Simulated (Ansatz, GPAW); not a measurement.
## A script for SiC (PBE in single-zeta orbitals)

These are simulated results from GPAW 26.7.0, not measurements. The cell began as a database structure and was relaxed with r2SCAN in plane waves (Ansatz 0.2.0). All runs are without spin polarisation.

Space group F-43m (No. 216), cubic; conventional cell a = 4.356 Å, 10.33 Å³ an atom. Si has 4 C at 1.89 Å; C has 4 Si at 1.89 Å.

The basis is minimal: single zeta, one radial function for each shell that the log's basis lists. It describes the filled bands fairly and the empty ones poorly.

The script, run.py:

```python
import json
from ase import Atoms
from gpaw import GPAW, PW, FermiDirac

atoms = Atoms(['Si', 'C'],
              cell=[[0.0, 2.17805, 2.17805], [2.17805, 0.0, 2.17805], [2.17805, 2.17805, 0.0]],
              scaled_positions=[[0.25, 0.25, 0.25], [-0.0, 0.0, 0.0]],
              pbc=True)
calc = GPAW(mode='lcao', basis='sz(dzp)', h=0.2, xc='PBE', kpts={'size': (6, 6, 6), 'gamma': True},
            occupations=FermiDirac(0.02), maxiter=100, legacy_gpaw=True, txt='gpaw.txt')
atoms.calc = calc
res = {'energy': atoms.get_potential_energy(force_consistent=True)}
res['electrons'] = calc.get_number_of_electrons()
res['k'] = calc.get_ibz_k_points().tolist()
res['levels'] = [calc.get_eigenvalues(kpt=i).tolist() for i in range(len(res['k']))]
points = [[0.0, 0.0, 0.0], [-0.5, -0.5, 0.0], [-0.375, -0.375, 0.25], [-0.375, 0.0, 0.375], [0.0, 0.0, 0.5], [-0.5, -0.25, 0.25], [0.0, 0.5, 0.5]]
bands = calc.fixed_density(kpts=points, symmetry='off', txt='bands.txt')
res['points'] = [bands.get_eigenvalues(kpt=i).tolist() for i in range(len(points))]
json.dump(res, open('results.json', 'w'))
print('free energy (eV):', round(res['energy'], 5))
```

Command: `python run.py`. It took 3.4 s on 1 thread of Arm Neoverse V2, with other jobs on the host, peak memory 0.12 GiB.

The log gpaw.txt, trimmed of paths, versions and times, then the last line on the terminal. An iter line gives the energy in eV and the logarithms of the changes of orbitals (plane waves alone) and density (c: converged):

```
___ ___ ___ _ _ _
 |   |   |_  | | | |

 | | | | | . | | | |

 |__ |  _|___|_____|  26.7.0
 |___|_|

Input parameters:
  basis: sz(dzp)
  h: 0.2
  kpts: {gamma: True,
         size: (6, 6, 6)}
  maxiter: 100
  mode: lcao
  occupations: {fixmagmom: False,
                name: fermi-dirac,
                width: 0.02}
  xc: PBE

System changes: positions, numbers, cell, pbc, initial_charges, initial_magmoms

Initialize ...

species:
  Si:
    name:    Silicon
    Z:       14.0
    valence: 4
    core:    10
    charge:  0.0  # [|e|]
    compensation charges:
      type: gauss
      rc: 0.33  # [Å]
      lmax: 2
    cutoffs:
      filter: 1.86  # [Å]
      core: 2.06  # [Å]
    projectors
    | kind |    occ | energy [eV] | rcut [Å] |

    |------|--------|-------------|----------|

    |   3s |  2.000 |     -10.812 |    1.058 |

    |   3p |  2.000 |      -4.081 |    1.058 |

    |    s |        |      16.399 |    1.058 |

    |    p |        |      23.130 |    1.058 |

    |    d |        |       0.000 |    1.058 |

    LCAO basis set for Si:
      Name: sz(dzp)
      Number of radial functions: 2
      Number of spherical harmonics: 4
        l=0, rc=6.8594 Bohr: 3s-sz confined orbital
        l=1, rc=9.0625 Bohr: 3p-sz confined orbital
      Number of RI-basis functions 0

  C:
    name:    Carbon
    Z:       6.0
    valence: 4
    core:    2
    charge:  0.0  # [|e|]
    compensation charges:
      type: gauss
      rc: 0.20  # [Å]
      lmax: 2
    cutoffs:
      filter: 1.14  # [Å]
      core: 1.14  # [Å]
    projectors
    | kind |    occ | energy [eV] | rcut [Å] |

    |------|--------|-------------|----------|

    |   2s |  2.000 |     -13.751 |    0.635 |

    |   2p |  2.000 |      -5.284 |    0.635 |

    |    s |        |      13.461 |    0.635 |

    |    p |        |      21.927 |    0.635 |

    |    d |        |       0.000 |    0.635 |

    LCAO basis set for C:
      Name: sz(dzp)
      Number of radial functions: 2
      Number of spherical harmonics: 4
        l=0, rc=5.5469 Bohr: 2s-sz confined orbital
        l=1, rc=6.6719 Bohr: 2p-sz confined orbital
      Number of RI-basis functions 0

Reference energy: -8913.972366  # eV

Spin-paired calculation

Convergence criteria:
 Maximum [total energy] change in last 3 cyles: 0.0005 eV / valence electron
 Maximum integral of absolute [dens]ity change: 0.0001 electrons / valence electron
 Maximum integral of absolute [eigenst]ate change: 4e-08 eV^2 / valence electron
 Maximum number of scf [iter]ations: 100
 (Square brackets indicate name in SCF output, whereas a 'c' in
 the SCF output indicates the quantity has converged.)

Symmetries present (total): 24

  ( 1  0  0)  ( 1  0  0)  ( 1  0 -1)  ( 1  0 -1)  ( 1 -1  0)  ( 1 -1  0)
  ( 0  1  0)  ( 0  0  1)  ( 0  1 -1)  ( 0  0 -1)  ( 0 -1  1)  ( 0 -1  0)
  ( 0  0  1)  ( 0  1  0)  ( 0  0 -1)  ( 0  1 -1)  ( 0 -1  0)  ( 0 -1  1)

  ( 0  1  0)  ( 0  1  0)  ( 0  1 -1)  ( 0  1 -1)  ( 0  0  1)  ( 0  0  1)
  ( 1  0  0)  ( 0  0  1)  ( 1  0 -1)  ( 0  0 -1)  ( 1  0  0)  ( 0  1  0)
  ( 0  0  1)  ( 1  0  0)  ( 0  0 -1)  ( 1  0 -1)  ( 0  1  0)  ( 1  0  0)

  ( 0  0 -1)  ( 0  0 -1)  ( 0 -1  1)  ( 0 -1  1)  ( 0 -1  0)  ( 0 -1  0)
  ( 1  0 -1)  ( 0  1 -1)  ( 1 -1  0)  ( 0 -1  0)  ( 1 -1  0)  ( 0 -1  1)
  ( 0  1 -1)  ( 1  0 -1)  ( 0 -1  0)  ( 1 -1  0)  ( 0 -1  1)  ( 1 -1  0)

  (-1  1  0)  (-1  1  0)  (-1  0  1)  (-1  0  1)  (-1  0  0)  (-1  0  0)
  (-1  0  1)  (-1  0  0)  (-1  1  0)  (-1  0  0)  (-1  1  0)  (-1  0  1)
  (-1  0  0)  (-1  0  1)  (-1  0  0)  (-1  1  0)  (-1  0  1)  (-1  1  0)

216 k-points: 6 x 6 x 6 Monkhorst-Pack grid + [1/12,1/12,1/12]
16 k-points in the irreducible part of the Brillouin zone
       k-points in crystal coordinates                weights
   0:     0.00000000    0.00000000    0.00000000          1/216
   1:     0.16666667    0.16666667    0.00000000          6/216
   2:     0.16666667    0.16666667    0.16666667          8/216
   3:     0.33333333    0.16666667    0.16666667         12/216
   4:     0.33333333    0.33333333   -0.33333333         12/216
   5:     0.33333333    0.33333333    0.00000000          6/216
   6:     0.33333333    0.33333333    0.16666667         24/216
   7:     0.33333333    0.33333333    0.33333333          8/216
   8:     0.50000000    0.33333333   -0.33333333         24/216
   9:     0.50000000    0.33333333   -0.16666667         12/216
          ...
  15:     0.50000000    0.50000000    0.50000000          4/216

Wave functions: LCAO
  Diagonalizer: Serial LAPACK
  Atomic Correction: dense with blas
  Data-type: complex

Occupation numbers: Fermi-Dirac:
  width: 0.0200  # eV

Eigensolver
   LCAO using direct dense diagonalizer

Densities:
  Coarse grid: 12*12*12 grid
  Fine grid: 24*24*24 grid
  Total Charge: 0.000000

Density mixing:
  Method: separate
  Backend: msr1
  Linear mixing parameter: 0.05
  old densities: 10
  Width of damping distribution: 1.1
  Damping of long wavelength oscillations: 20

Hamiltonian:
  XC and Coulomb potentials evaluated on a 24*24*24 grid
  Using the PBE Exchange-Correlation functional
  Interpolation: tri-quintic (5. degree polynomial)
  Poisson solver: FastPoissonSolver using
    Stencil: 12*3+1=37 point O(h^6) finite-difference Laplacian
    FFT axes: [np.int64(0), np.int64(1), np.int64(2)]
    FST axes: []

XC parameters: PBE with 2 nearest neighbor stencil

Memory estimate:
  Process memory now: 110.36 MiB
  Calculator: 4.73 MiB
    Density: 2.85 MiB
      Arrays: 0.34 MiB
      Localized functions: 2.25 MiB
      Mixer: 0.26 MiB
    Hamiltonian: 0.39 MiB
      Arrays: 0.22 MiB
      XC: 0.00 MiB
      Poisson: 0.00 MiB
      vbar: 0.17 MiB
    Wavefunctions: 1.48 MiB
      C [qnM]: 0.02 MiB
      S, T [2 x qmm]: 0.03 MiB
      P [aqMi]: 0.00 MiB
      BasisFunctions: 1.43 MiB
      Eigensolver: 0.00 MiB

Total number of cores used: 1

Number of atoms: 2
Number of atomic orbitals: 8
Number of bands in calculation: 8
Number of valence electrons: 8
Bands to converge: occupied
Positions:
   0 Si     1.089025    1.089025    1.089025    ( 0.0000,  0.0000,  0.0000)
   1 C      0.000000    0.000000    0.000000    ( 0.0000,  0.0000,  0.0000)

Unit cell:
           periodic     x           y           z      points  spacing
  1. axis:    yes    0.000000    2.178050    2.178050    12     0.2096
  2. axis:    yes    2.178050    0.000000    2.178050    12     0.2096
  3. axis:    yes    2.178050    2.178050    0.000000    12     0.2096

  Lengths:   3.080228   3.080228   3.080228
  Angles:   60.000000  60.000000  60.000000

Effective grid spacing dv^(1/3) = 0.2287

iter:   1   -14.157043        c
iter:   2   -13.846000        c -0.64
iter:   3   -12.786180        c -0.69
iter:   4   -12.792281        c -1.49
iter:   5   -12.796928        c -1.70
iter:   6   -12.796901        c -2.92
iter:   7   -12.796904c       c -3.72
iter:   8   -12.796904c       c -4.97c

Converged after 8 iterations.

Energy contributions relative to reference atoms: (reference = -8913.972366)

Kinetic:        +20.683831
Potential:      -16.680773
External:        +0.000000
XC:             -17.170356
Entropy (-ST):   -0.000000
Local:           +0.370393
SIC:             +0.000000
--------------------------
Free energy:    -12.796904
Extrapolated:   -12.796904

Showing only first 2 kpts
 Kpt  Band  Eigenvalues  Occupancy
  0     2      9.17434    2.00000
  0     3      9.17753    2.00000
  0     4     15.41900    0.00000
  0     5     16.18078    0.00000

  1     2      7.60158    2.00000
  1     3      7.60167    2.00000
  1     4     14.65739    0.00000
  1     5     16.97305    0.00000

Fermi level: 9.55961

Gap: 3.168 eV
Transition (v -> c):
  (s=0, k=0, n=3, [0.00, 0.00, 0.00]) -> (s=0, k=12, n=4, [0.50, 0.50, 0.00])
Direct/indirect transitions are different
Direct gap: 6.241 eV
Transition at: (s=0, k=0, n=3, [0.00, 0.00, 0.00])

free energy (eV): -12.7969
```

The gap in the log is over the mesh alone; results.json adds the listed points. PBE in single-zeta orbitals gives a gap of 3.17 eV. On the same cell, plane-wave PBE (Ansatz, 10×10×10 k points and the special points) gives a gap of 1.36 eV and r2SCAN a gap of 1.71 eV; on shared hosts these took about 1.2 and 2.5 core-seconds on the 2-atom cell, against 3.4 for the script. Semilocal gaps usually lie below measured ones.
